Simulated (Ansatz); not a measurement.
# Ti2SiB: the cost of one run

Computed with Ansatz 0.2.0 (DFT PBEsol, scalar-relativistic, plane waves, PAW, unless a step's input says otherwise).

1 further run of the same task is left out (set aside as unsound or not needed). Runs told in other sessions of the task aren't counted.

## (1) The starting structure

It takes space group P6_3/mmc (No. 194, hexagonal). The conventional cell has a = 3.038 Å, b = 3.038 Å, c = 13.637 Å, α = 90.00°, β = 90.00°, γ = 120.00°. Ti (site symmetry 3m) is surrounded by 3 C at 2.09 Å. Al (site symmetry -6m2) is surrounded by 6 Ti at 2.87 Å and 6 Al at 3.04 Å. C (site symmetry -3m) has 6 Ti at 2.09 Å in its first shell of neighbours.

As a file:

```
CELL_PARAMETERS angstrom
3.03791 0.00000 0.00000
-1.51895 2.63091 0.00000
0.00000 0.00000 13.63650
ATOMIC_POSITIONS crystal
Ti 0.33333 0.66667 0.08328
Ti 0.66667 0.33333 0.58328
Ti 0.66667 0.33333 0.91672
Ti 0.33333 0.66667 0.41672
Al 0.33333 0.66667 0.75000
Al 0.66667 0.33333 0.25000
C 0.00000 0.00000 0.00000
C 0.00000 0.00000 0.50000
```

It goes back to an entry of the Materials Project, which need not be the stable form.

This cell was relaxed beforehand with the same method: volume 13.62 Å³/atom, gap on the mesh none (metal).

## (2) Swap Al → Si, C → B

The start of Ti2SiB: fractional positions of relaxed Ti2AlC, cell scaled by 0.997, a guess from tabulated radii.

## (3) Quick check of gap, pressure and forces (Ti2SiB)

Input file input.yaml:

```yaml
crystal:
  lattice:
    - [3.0300292245, 0.0, 0.0]
    - [-1.5150146122, 2.6240822827, 0.0]
    - [0.0, 0.0, 13.6011278989]
  atoms:
    - { symbol: Ti, position: [0.3333333333, 0.6666666667, 0.0832777549] }
    - { symbol: Ti, position: [0.6666666667, 0.3333333333, 0.5832777549] }
    - { symbol: Ti, position: [0.6666666667, 0.3333333333, 0.9167222451] }
    - { symbol: Ti, position: [0.3333333333, 0.6666666667, 0.4167222451] }
    - { symbol: Si, position: [0.3333333333, 0.6666666667, 0.75] }
    - { symbol: Si, position: [0.6666666667, 0.3333333333, 0.25] }
    - { symbol: B, position: [0.0, 0.0, 0.0] }
    - { symbol: B, position: [0.0, 0.0, 0.5] }
basis:
  ecutwfc: 420
kpoints:
  mp_grid: { grid: [6, 6, 2] }
hamiltonian:
  xc: pbesol
scf:
  occupations: { method: gaussian, width: 0.1 }
output:
  forces: true
  stress: true
  eigenvalues: true
```

Started as:

```console
$ ansatz run input.yaml --threads 2 --pin off --max-ram 5120MiB --backend cpu --events-out ev --progress --plain --runs-dir out
```

Q: Estimate wall time and peak memory on 2 threads of Arm Neoverse V1, shared host.

About 2.5 s, with a peak of 0.41 GiB.
